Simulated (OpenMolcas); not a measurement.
# O²⁺: RASSCF and RASPT2 terms and fine-structure levels

Which level of O²⁺ lies lowest, and where do the others fall? The reference wave functions come first, then spin-orbit coupling, then second-order correlation under several settings.

Program: OpenMolcas 26.06. Level of theory: state-averaged RASSCF and RASPT2, spin-orbit coupling by RASSI with atomic mean-field integrals. These are calculated values, not measurements, unless marked.

## 1. The system

```
Species                           : O²⁺ (oxygen, Z = 8, 6 electrons)
Basis                             : ANO-R3 [4s4p2d1f], 33 functions
Scalar Hamiltonian                : X2C, finite nucleus
Inactive shells                   : 1s
Active space                      : 4 electrons in 9 orbitals (RAS2 2s 2p; RAS3 3d, at most 2 electrons)
Some configurations of this space : 2p⁴, 2s 2p³, 2s² 2p²
Orbitals                          : optimised for each spin and parity, averaged over the low roots
```

Outer shells as boxes (Hund's rule):

2p4
```
2p [↑↓][↑ ][↑ ]
```

2s 2p3
```
2s [↑ ]
2p [↑ ][↑ ][↑ ]
```

2s2 2p2
```
2s [↑↓]
2p [↑ ][↑ ][  ]
```

Each step is its own input file, run in one work folder so that later steps find the files of earlier ones. Labels, J, g values, rates, χT and fits are worked out afterwards by a script from the matrices that RASSI stores.

## 2. Basis and integrals

Contents of a.inp:

```
&GATEWAY
Coord
1

O 0.0 0.0 0.0
Basis=ANO-R3
Group=XYZ
NoMove
AngMom=0.0 0.0 0.0
AMFI
&SEWARD
```

The run is started by

```console
$ OMP_NUM_THREADS=1 MOLCAS_MEM=2252 MOLCAS_PROJECT=a pymolcas a.inp > a.log
```

## 3. A small preliminary run for start orbitals

Contents of a.inp:

```
&RASSCF
FileOrb=start.orb
Symmetry=1
Spin=3
nActEl=4 0 0
Inactive=1 0
Ras2=1 3
CIRoot=6 6 1
SDav=6
CIMx=300
Iter=120 100
PrWF=0.3
OrbListing=Nothing
MaxOrb=0
Atom
>>> COPY $Project.JobIph JOBPRE
```

## 4. Reference wave functions, triplets of even parity, 3 roots

Contents of a.inp:

```
&RASSCF
FileOrb=start.orb
Symmetry=1
Spin=3
nActEl=4 0 2
Inactive=1 0
Ras2=1 3
Ras3=5 0
CIRoot=3 3 1
SDav=211
CIMx=300
Iter=120 100
PrWF=0.3
OrbListing=Nothing
MaxOrb=0
Thrs=2.0e-7 1.0e-1 5.0e-4
Atom
>>> COPY $Project.JobIph JOB001
```

## 5. RASSCF: singlets of even parity, 6 roots

Contents of a.inp:

```
&RASSCF
FileOrb=start.orb
Symmetry=1
Spin=1
nActEl=4 0 2
Inactive=1 0
Ras2=1 3
Ras3=5 0
CIRoot=6 6 1
SDav=192
CIMx=300
Iter=120 100
PrWF=0.3
OrbListing=Nothing
MaxOrb=0
Thrs=2.0e-7 1.0e-1 5.0e-4
Atom
>>> COPY $Project.JobIph JOB002
```

## 6. Reference wave functions, quintets of odd parity, 1 root

Contents of a.inp:

```
&RASSCF
FileOrb=start.orb
Symmetry=2
Spin=5
nActEl=4 0 2
Inactive=1 0
Ras2=1 3
Ras3=5 0
CIRoot=1 1 1
SDav=36
CIMx=300
Iter=120 100
PrWF=0.3
OrbListing=Nothing
MaxOrb=0
Thrs=2.0e-7 1.0e-1 5.0e-4
Atom
>>> COPY $Project.JobIph JOB003
```

## 7. RASSCF: triplets of odd parity, 9 roots

Contents of a.inp:

```
&RASSCF
FileOrb=start.orb
Symmetry=2
Spin=3
nActEl=4 0 2
Inactive=1 0
Ras2=1 3
Ras3=5 0
CIRoot=9 9 1
SDav=174
CIMx=300
Iter=120 100
PrWF=0.3
OrbListing=Nothing
MaxOrb=0
Thrs=2.0e-7 1.0e-1 5.0e-4
Atom
>>> COPY $Project.JobIph JOB004
```

## 8. RASSCF: singlets of odd parity, 8 roots

Contents of a.inp:

```
&RASSCF
FileOrb=start.orb
Symmetry=2
Spin=1
nActEl=4 0 2
Inactive=1 0
Ras2=1 3
Ras3=5 0
CIRoot=8 8 1
SDav=138
CIMx=300
Iter=120 100
PrWF=0.3
OrbListing=Nothing
MaxOrb=0
Thrs=2.0e-7 1.0e-1 5.0e-4
Atom
>>> COPY $Project.JobIph JOB005
```

## 9. State interaction with spin-orbit coupling

Contents of a.inp:

```
&RASSI
NrOfJobIphs=5 3 6 1 9 8
1 2 3
1 2 3 4 5 6
1
1 2 3 4 5 6 7 8 9
1 2 3 4 5 6 7 8
IphNames
JOB001
JOB002
JOB003
JOB004
JOB005
EJob
SpinOrbit
DIPRint=1.0
SOCoupling=1000.0
Subsets=2
MEES
Property=10
'ANGMOM' 1 'ANGMOM' 2 'ANGMOM' 3 'MLTPL  1' 1 'MLTPL  1' 2 'MLTPL  1' 3
'AMFI' 1 'AMFI' 2 'AMFI' 3 'MLTPL  2' 6
SOProperty=3
'ANGMOM' 1 'ANGMOM' 2 'ANGMOM' 3
```

## 10. CASPT2: IPEA 0.5 (closed shells correlated: none), extended multistate

Contents of a.inp:

```
>>> COPY JOB001 $Project.JobIph
&CASPT2
XMultistate=3 1 2 3
Frozen=1 0
IPEA=0.5
MaxIter=60
WThr=0.0 0.3 0.05
PrWF=0.5
NoMix
>>> COPY JOB002 $Project.JobIph
&CASPT2
XMultistate=6 1 2 3 4 5 6
Frozen=1 0
IPEA=0.5
MaxIter=60
WThr=0.0 0.3 0.05
PrWF=0.5
NoMix
>>> COPY JOB003 $Project.JobIph
&CASPT2
Multistate=1 1
Frozen=1 0
IPEA=0.5
MaxIter=60
WThr=0.0 0.3 0.05
PrWF=0.5
NoMix
>>> COPY JOB004 $Project.JobIph
&CASPT2
XMultistate=9 1 2 3 4 5 6 7 8 9
Frozen=1 0
IPEA=0.5
MaxIter=60
WThr=0.0 0.3 0.05
PrWF=0.5
NoMix
>>> COPY JOB005 $Project.JobIph
&CASPT2
XMultistate=8 1 2 3 4 5 6 7 8
Frozen=1 0
IPEA=0.5
MaxIter=60
WThr=0.0 0.3 0.05
PrWF=0.5
NoMix
```

## 11. CASPT2: IPEA 0.75, sigma2 regulariser 0.15 (closed shells correlated: 1s)

Contents of a.inp:

```
>>> COPY JOB001 $Project.JobIph
&CASPT2
Multistate=3 1 2 3
Frozen=0 0
IPEA=0.75
Sig2=0.15
MaxIter=60
WThr=0.0 0.3 0.05
PrWF=0.5
NoMix
>>> COPY JOB002 $Project.JobIph
&CASPT2
Multistate=6 1 2 3 4 5 6
Frozen=0 0
IPEA=0.75
Sig2=0.15
MaxIter=60
WThr=0.0 0.3 0.05
PrWF=0.5
NoMix
>>> COPY JOB003 $Project.JobIph
&CASPT2
Multistate=1 1
Frozen=0 0
IPEA=0.75
Sig2=0.15
MaxIter=60
WThr=0.0 0.3 0.05
PrWF=0.5
NoMix
>>> COPY JOB004 $Project.JobIph
&CASPT2
Multistate=9 1 2 3 4 5 6 7 8 9
Frozen=0 0
IPEA=0.75
Sig2=0.15
MaxIter=60
WThr=0.0 0.3 0.05
PrWF=0.5
NoMix
>>> COPY JOB005 $Project.JobIph
&CASPT2
Multistate=8 1 2 3 4 5 6 7 8
Frozen=0 0
IPEA=0.75
Sig2=0.15
MaxIter=60
WThr=0.0 0.3 0.05
PrWF=0.5
NoMix
```

## 12. CASPT2: IPEA 0.3, sigma1 regulariser 0.3 (closed shells correlated: 1s)

Edit a.inp of step 11 so:

```diff
@@ -3,5 +3,6 @@
 Multistate=3 1 2 3
+NoMult
 Frozen=0 0
-IPEA=0.75
-Sig2=0.15
+IPEA=0.3
+Sig1=0.3
 MaxIter=60
@@ -13,5 +14,6 @@
 Multistate=6 1 2 3 4 5 6
+NoMult
 Frozen=0 0
-IPEA=0.75
-Sig2=0.15
+IPEA=0.3
+Sig1=0.3
 MaxIter=60
@@ -24,4 +26,4 @@
 Frozen=0 0
-IPEA=0.75
-Sig2=0.15
+IPEA=0.3
+Sig1=0.3
 MaxIter=60
@@ -33,5 +35,6 @@
 Multistate=9 1 2 3 4 5 6 7 8 9
+NoMult
 Frozen=0 0
-IPEA=0.75
-Sig2=0.15
+IPEA=0.3
+Sig1=0.3
 MaxIter=60
@@ -43,5 +46,6 @@
 Multistate=8 1 2 3 4 5 6 7 8
+NoMult
 Frozen=0 0
-IPEA=0.75
-Sig2=0.15
+IPEA=0.3
+Sig1=0.3
 MaxIter=60
```

(Steps that only read results are left out.)

**Question.** What will these runs give? Wanted: lowest level; first excited level; lowest level of another term; spin-orbit lowering of the lowest level; strongest of the lines computed, by gA, at XMS-RASPT2 energies.

As calculated:

| quantity | value |
| --- | --- |
| method | XMS-RASPT2, IPEA 0.5 (closed shells correlated: none) |
| lowest level | 2s² 2p² ³P₀, 100 % of that term |
| ground level listed by NIST | 3P0 |
| first excited level | 2s² 2p² ³P₁ at 105 cm⁻¹ |
| lowest level of another term | 2s² 2p² ¹D₂ at 20730 cm⁻¹ |
| spin-orbit lowering of the lowest level | 209 cm⁻¹ |
| strongest of the lines computed, by gA, at XMS-RASPT2 energies | 2s 2p³ ¹D°₂ → 2s² 2p² ¹D₂, 59.46 nm, A = 5.77e+09 s⁻¹ |

What each method costs and misses:

```csv
method,time of its own steps,time with the reference,mean absolute difference from the measured levels (cm-1)
A. RASSCF,28 s,28 s,4400
"B. XMS-RASPT2, IPEA 0.5, +none",8.7 s,36 s,1500
"C. SS-RASPT2, IPEA 0.75, sigma2 regulariser 0.15, +1s",15 s,43 s,1200
"D. SS-RASPT2, IPEA 0.3, sigma1 regulariser 0.3, +1s",12 s,40 s,1100
```

Times are of one thread on a shared host.

In words: The multiplet ³P is regular; its intervals divided by the larger J differ by 2 % of their mean, where Landé's rule for pure LS coupling makes them equal. Second-order correlation (method B) scales the levels of the lowest configuration above 5000 cm⁻¹ by 0.93. Method D lies closest to the measured levels (1100 cm⁻¹ on average) and A farthest (4400). Only the configurations of the active space and the roots asked for are present. Not all states of the active space went into the spin-orbit step. CASPT2 does not keep the components of a term degenerate, and the means are used. The levels of the extra active shells were not computed. Levels of other configurations are missing from the list.
